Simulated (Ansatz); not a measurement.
# C2H8ClPSi: a ladder of functionals and wavefunction methods

An exercise on one series of results from a longer session: the logs are not shown, and one member is left open.

The runs use Ansatz 0.2.0, Gaussian basis; functionals in def2-TZVPP, the program's frozen cores in correlated methods.

Plan: LDA (SPW92), PBE-D4, revPBE-D4, BLYP-D4, r2SCAN-D4, B97M-V, PBE0-D4, B3LYP-D4, r2SCANh-D4, r2SCAN0-D4, HSE06-D4, BHLYP-D4, CAM-B3LYP-D4, LC-ωPBE, ωB97X-V, ωB97M-V, B2PLYP, PBE-QIDH; CCSD(T)/def2-SVP; CCSD(T)/def2-TZVPP; MP2/def2-QZVPP; extrapolation to the limit; RPA on PBE.

## Structure used throughout

The geometry comes from an earlier relaxation with PBE0-D4 in a triple-zeta def2 set; it is a stationary point, not always the lowest conformer.

SMILES `C[Si](C)(P)Cl`, 13 atoms, charge 0, spin multiplicity 1.

Atoms are counted from 1 here; the program's logs count them from 0.

Bond lengths: C1–Si2 1.862 Å, C1–H6 1.093 Å, C1–H7 1.092 Å, C1–H8 1.094 Å, Si2–C3 1.862 Å, Si2–P4 2.254 Å, Si2–Cl5 2.074 Å, C3–H9 1.093 Å, C3–H10 1.091 Å, C3–H11 1.093 Å, P4–H12 1.424 Å, P4–H13 1.421 Å. Angles: Si2–C1–H6 110.4°, Si2–C1–H7 110.9°, Si2–C1–H8 110.4°, H6–C1–H7 108.4°, H6–C1–H8 108.3°, H7–C1–H8 108.4°, C1–Si2–C3 111.8°, C1–Si2–P4 109.2°, C1–Si2–Cl5 108.2°, C3–Si2–P4 114.3°, C3–Si2–Cl5 107.4°, P4–Si2–Cl5 105.4°, Si2–C3–H9 110.4°, Si2–C3–H10 110.9°, Si2–C3–H11 110.3°, H9–C3–H10 108.4°, H9–C3–H11 108.5°, H10–C3–H11 108.3° and more.

Set-up of the first run:

in.yaml reads:

```yaml
crystal:
  periodic: [false, false, false]
  atoms:
    - {symbol: C, position_ang: [-1.696077, 0.206322, -0.594153]}
    - {symbol: Si, position_ang: [0.095862, 0.452539, -0.153800]}
    - {symbol: C, position_ang: [1.117303, -1.056553, -0.537574]}
    - {symbol: P, position_ang: [0.245454, 1.157007, 1.982192]}
    - {symbol: Cl, position_ang: [0.836389, 2.013184, -1.302435]}
    - {symbol: H, position_ang: [-1.796486, -0.061874, -1.648747]}
    - {symbol: H, position_ang: [-2.269772, 1.117490, -0.414615]}
    - {symbol: H, position_ang: [-2.129962, -0.597884, 0.006816]}
    - {symbol: H, position_ang: [1.033407, -1.314442, -1.596576]}
    - {symbol: H, position_ang: [2.170188, -0.882890, -0.308137]}
    - {symbol: H, position_ang: [0.772084, -1.908193, 0.054734]}
    - {symbol: H, position_ang: [-0.012883, -0.143912, 2.499778]}
    - {symbol: H, position_ang: [1.654993, 0.984506, 2.027318]}
basis:
  gaussian: {orbitals: def2-TZVPP}
hamiltonian: {xc: lda}
output: {orbitals: {seedname: orbitals}}
```

Started as:

```
$ ansatz run in.yaml --threads 4 --pin off --events-out ev --progress --plain --max-ram 10444MiB
```

Steps of the session up to this table: LDA; PBE-D4 (GGA); revPBE-D4 (GGA); BLYP-D4 (GGA); r2SCAN-D4 (meta-GGA); B97M-V (meta-GGA); PBE0-D4 (hybrid); B3LYP-D4 (hybrid); r2SCANh-D4 (hybrid); r2SCAN0-D4 (hybrid); HSE06-D4 (hybrid); BHLYP-D4 (hybrid); CAM-B3LYP-D4 (range-separated); LC-ωPBE (range-separated); ωB97X-V (range-separated); ωB97M-V (range-separated); B2PLYP (double hybrid); PBE-QIDH (double hybrid).

One table of the session follows, with a row left open; its other results are not shown here.

It belongs to the step «Frontier levels by functional». 

| functional | HOMO (eV) | LUMO (eV) | gap (eV) |
| --- | --- | --- | --- |
| LDA (SPW92) | -6.43 | -0.73 | 5.70 |
| PBE-D4 | -6.33 | -0.56 | 5.77 |
| revPBE-D4 | -6.28 | -0.49 | 5.80 |
| BLYP-D4 | ? | ? | ? |
| r2SCAN-D4 | -6.58 | -0.28 | 6.29 |
| B97M-V | -6.68 | -0.38 | 6.29 |
| PBE0-D4 | -7.45 | 0.34 | 7.79 |
| B3LYP-D4 | -7.24 | 0.11 | 7.35 |
| r2SCANh-D4 | -6.99 | 0.04 | 7.03 |
| r2SCAN0-D4 | -7.61 | 0.51 | 8.12 |
| HSE06-D4 | -7.06 | -0.04 | 7.02 |
| BHLYP-D4 | -8.45 | 1.14 | 9.59 |
| CAM-B3LYP-D4 | -8.73 | 1.30 | 10.03 |
| LC-ωPBE | -10.07 | 2.53 | 12.59 |
| ωB97X-V | -9.73 | 2.33 | 12.06 |
| ωB97M-V | -9.54 | 2.00 | 11.54 |

**Question.** Estimate the row for BLYP-D4.

Worked estimate for «HOMO (eV)». Against the share of exact exchange, B3LYP-D4 (0.2, -7.24), BHLYP-D4 (0.5, -8.45) give a slope of -4.03 per unit share; at 0 the line stands at -6.43.

The run gave: HOMO (eV): -6.18; LUMO (eV): -0.43; gap (eV): 5.74. In «HOMO (eV)» the line misses by -0.25.
